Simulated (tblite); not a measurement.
# C4H11NOSi2: the cost of one run

Programs: tblite 0.8.0 and PySCF 2.14.0, with density-fitted response routines of our own. Each step states its level of theory. These are calculated values for one molecule in the gas phase, unless marked as measured. Atoms count from 0, in the outputs and in this text.

**1. The molecule as given**

19 atoms, charge 0, multiplicity 1; geometry from: force field or distance geometry start.

Bonds of the start (Å): N0–C1 1.30, C1–C2 1.54, C2–O3 1.41, O3–Si4 1.67, C2–C5 1.51, C5–C6 1.49, C6–Si7 1.91, Si7–C5 1.82, N0–H8 1.03, C1–H9 1.09, C2–H10 1.10, Si4–H11 1.48, Si4–H12 1.48, Si4–H13 1.48, C5–H14 1.09, C6–H15 1.09, C6–H16 1.07, Si7–H17 1.49, Si7–H18 1.48.

**2. Geometry optimisation with GFN2-xTB**

Job settings and geometry (Å):

```
{"job": {"kind": "relax", "xc": "GFN2-xTB", "basis": "xTB"}, "charge": 0, "multiplicity": 1}
N      0.783600     2.711400    -0.270200
C      0.262800     1.693800    -0.889200
C      0.218600     0.284400    -0.258100
O      1.179800     0.192200     0.768700
Si     2.690200    -0.421000     0.418800
C     -1.149000     0.063400     0.348500
C     -2.301400    -0.352300    -0.501600
Si    -1.663800    -1.637500     0.753200
H      1.114000     2.399500     0.656400
H     -0.184600     1.814100    -1.874400
H      0.389800    -0.431300    -1.076900
H      2.563000    -1.885500     0.211400
H      3.166900     0.199400    -0.836100
H      3.623900    -0.137500     1.527700
H     -1.342600     0.796000     1.138100
H     -3.290700     0.018800    -0.244300
H     -2.144900    -0.655100    -1.520100
H     -2.788300    -1.882500     1.692600
H     -1.137000    -2.761200    -0.051900
```

Command:

```
> OMP_NUM_THREADS=1 python probes_run.py task.json out
```

One launch serves the whole session: the jobs run in the order shown.

Q: Estimate the wall time of this first job on 1 thread of Arm Neoverse N1, shared host.

About 1.2 s.
